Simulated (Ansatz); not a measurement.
# HgPt: the cost of one run

Method: DFT PBEsol, scalar-relativistic, plane waves, PAW, in Ansatz 0.2.0.

6 further runs of the same task are left out: 1 that didn't finish, 5 set aside as unsound or not needed.

## Step 1: The starting structure

It takes space group P4/mmm (No. 123, tetragonal). Conventional cell: a = 2.971 Å, b = 2.971 Å, c = 3.825 Å, α = 90.00°, β = 90.00°, γ = 90.00°. Hg (site symmetry 4/mmm) is surrounded by 8 Pt at 2.84 Å and 4 Hg at 2.97 Å. Around Pt (site symmetry 4/mmm) lie 8 Hg at 2.84 Å and 4 Pt at 2.97 Å.

Coordinates:

```cif
data_structure
_symmetry_space_group_name_H-M 'P 1'
_symmetry_Int_Tables_number 1
_cell_length_a 2.9710
_cell_length_b 2.9710
_cell_length_c 3.8250
_cell_angle_alpha 90.000
_cell_angle_beta 90.000
_cell_angle_gamma 90.000
_cell_volume 33.76
loop_
_atom_site_label
_atom_site_type_symbol
_atom_site_fract_x
_atom_site_fract_y
_atom_site_fract_z
_atom_site_occupancy
Hg1 Hg 0.00000 0.00000 0.00000 1
Pt1 Pt 0.50000 0.50000 0.50000 1
```

The cell is the deposited one, not relaxed. At PBEsol, an earlier run found 2.99 GPa for this cell of 16.881 Å³/atom (12×12×10 mesh), metallic.

## Step 2: Bands on a fine mesh, Fermi surface

Contents of input.yaml:

```yaml
crystal:
  lattice:
    - [2.9710009731, 0.0, 0.0]
    - [0.0, 2.9710009731, 0.0]
    - [0.0, 0.0, 3.8250012528]
  atoms:
    - { symbol: Hg, position: [0.0, 0.0, 0.0] }
    - { symbol: Pt, position: [0.5, 0.5, 0.5] }
basis:
  ecutwfc: 420
  ecutrho_ratio: 4
kpoints:
  mp_grid: { grid: [12, 12, 10] }
hamiltonian:
  xc: pbesol
scf:
  occupations: { method: gaussian, width: 0.05 }
output:
  forces: true
  stress: true
  eigenvalues: true
  eigenstates:
    nscf_kmesh: { grid: [20, 20, 16] }
    de_dk: true
    e_range: [-2.5, 2.5]
  write_density: true
  write_potential: true
  elf: true
  volumetric_format: npy
```

Launch:

```
ansatz run input.yaml --threads 4 --pin off --max-ram 9216MiB --backend cpu --events-out ev --progress --plain --runs-dir out
```

Q: Estimate wall time and peak memory on 4 threads of Arm Neoverse V1, shared host.

About 5.8 s, with a peak of 0.52 GiB.
